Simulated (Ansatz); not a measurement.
**CF3NOZr: one species, many methods**

One table from this session's results is given with a row withheld; the runs are named, their logs left out.

The runs use Ansatz 0.2.0, Gaussian basis; functionals in def2-TZVPP, the program's frozen cores in correlated methods.

Plan: PBE-D4, r2SCAN-D4, PBE0-D4, B3LYP-D4, ωB97X-V, ωB97M-V, B2PLYP; CCSD(T)/def2-TZVPP; MP2/def2-QZVPP; extrapolation to the limit.

## Structure used throughout

An earlier PBE0-D4 in a triple-zeta def2 set relaxation fixed the geometry. Zr takes the def2 core potential; no spin-orbit term is included.

SMILES `O=C=[N][Zr]([F])([F])[F]`, 7 atoms, charge 0, spin multiplicity 1.

Atoms are counted from 1 here; the program's logs count them from 0.

Bond lengths: O1–C2 1.161 Å, C2–N3 1.204 Å, N3–Zr4 2.026 Å, Zr4–F5 1.892 Å, Zr4–F6 1.892 Å, Zr4–F7 1.892 Å. Angles: O1–C2–N3 180.0°, C2–N3–Zr4 179.9°, N3–Zr4–F5 109.7°, N3–Zr4–F6 109.7°, N3–Zr4–F7 109.7°, F5–Zr4–F6 109.2°, F5–Zr4–F7 109.2°, F6–Zr4–F7 109.2°.

Set-up of the first run:

File in.yaml:

```yaml
crystal:
  periodic: [false, false, false]
  atoms:
    - {symbol: O, position_ang: [-1.434880, -2.809349, 0.920891]}
    - {symbol: C, position_ang: [-0.928012, -1.817027, 0.595064]}
    - {symbol: N, position_ang: [-0.402199, -0.787613, 0.257042]}
    - {symbol: Zr, position_ang: [0.482418, 0.944542, -0.309531]}
    - {symbol: F, position_ang: [2.359791, 0.713338, -0.365339]}
    - {symbol: F, position_ang: [-0.135898, 1.444577, -2.026726]}
    - {symbol: F, position_ang: [0.058771, 2.311533, 0.928588]}
basis:
  gaussian: {orbitals: def2-TZVPP}
hamiltonian: {xc: pbe, dispersion: d4}
output: {forces: true, orbitals: {seedname: orbitals}}
```

Steps of the session up to this table: PBE-D4 (GGA); r2SCAN-D4 (meta-GGA); PBE0-D4 (hybrid); B3LYP-D4 (hybrid); ωB97X-V (range-separated); ωB97M-V (range-separated); B2PLYP (double hybrid).

One table of the session follows, with a row left open; its other results are not shown here.

It belongs to the step «Frontier levels by functional». 

| functional | HOMO (eV) | LUMO (eV) | gap (eV) |
| --- | --- | --- | --- |
| PBE-D4 | -7.93 | -2.59 | 5.34 |
| r2SCAN-D4 | -8.26 | -2.42 | 5.84 |
| PBE0-D4 | -9.37 | -1.78 | 7.59 |
| B3LYP-D4 | -9.12 | -2.02 | 7.10 |
| ωB97X-V | -11.66 | 0.50 | 12.16 |
| ωB97M-V | ? | ? | ? |

Q: Estimate the row for ωB97M-V from the others.

As computed: HOMO (eV): -11.58; LUMO (eV): 0.22; gap (eV): 11.80. In the column «HOMO (eV)» it lies between ωB97X-V (-11.66) and PBE0-D4 (-9.37).
